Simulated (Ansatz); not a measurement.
**Mg: an axial (c/a) deformation path**

One table from this session's results is given with a row withheld; the runs are named, their logs left out.

Computed with Ansatz 0.2.0 (DFT r2SCAN, scalar-relativistic, plane waves, PAW, unless a step's input says otherwise).

## Starting point

The structure is hexagonal, space group P6/mmm (No. 191). The conventional cell has a = 3.050 Å, b = 3.050 Å, c = 3.045 Å, α = 90.00°, β = 90.00°, γ = 120.00°. Around Mg (site symmetry 6/mmm) lie 8 Mg at 3.04 to 3.05 Å.

Structure file:

```
CELL_PARAMETERS angstrom
3.05030 0.00000 0.00000
-1.52515 2.64164 0.00000
0.00000 0.00000 3.04484
ATOMIC_POSITIONS crystal
Mg 0.00000 0.00000 0.00000
```

It goes back to an entry of the Materials Project, which need not be the stable form.

No relaxation comes first: the listed cell is the starting point.

Set-up of the first run:

Contents of input.yaml:

```yaml
crystal:
  lattice:
    - [3.0502998005, 0.0, 0.0]
    - [-1.5251499003, 2.6416371164, 0.0]
    - [0.0, 0.0, 3.04483757]
  atoms:
    - { symbol: Mg, position: [0.0, 0.0, 0.0] }
basis:
  ecutwfc: 500
kpoints:
  mp_grid: { grid: [21, 21, 18] }
hamiltonian:
  xc: r2scan
scf:
  occupations: { method: gaussian, width: 0.15 }
output:
  forces: true
  stress: true
  eigenvalues: true
```

Among the steps run: The undisturbed cell; At ρ = 0.850; ρ = 1.200; At ρ = 0.920; ρ = 1.100.

One table of the session follows, with a row left open; its other results are not shown here.

The scan, with free energies counted from the undisturbed cell:

| ρ | ΔE (meV/atom) | pressure (GPa) |
| --- | --- | --- |
| 0.850 | 102.4 | 1.0 |
| 0.920 | ? | ? |
| 1.000 | 0.0 | 0.6 |
| 1.100 | 40.9 | 2.1 |
| 1.200 | 129.7 | 4.5 |

**Question.** Estimate the row for ρ = 0.920.

Worked estimate for «ΔE (meV/atom)». A straight line through the neighbours (0.850, 102.4) and (1.000, 0.0) gives 102.4 + (0.0 − 102.4) × (0.920 − 0.850) / (1.000 − 0.850) = 54.6; a parabola fitted to 3 rows on both sides gives 30.2.

The run gave: ΔE (meV/atom): 21.3; pressure (GPa): 0.3. In «ΔE (meV/atom)» the line misses by +33.3 and the parabola by +8.9.
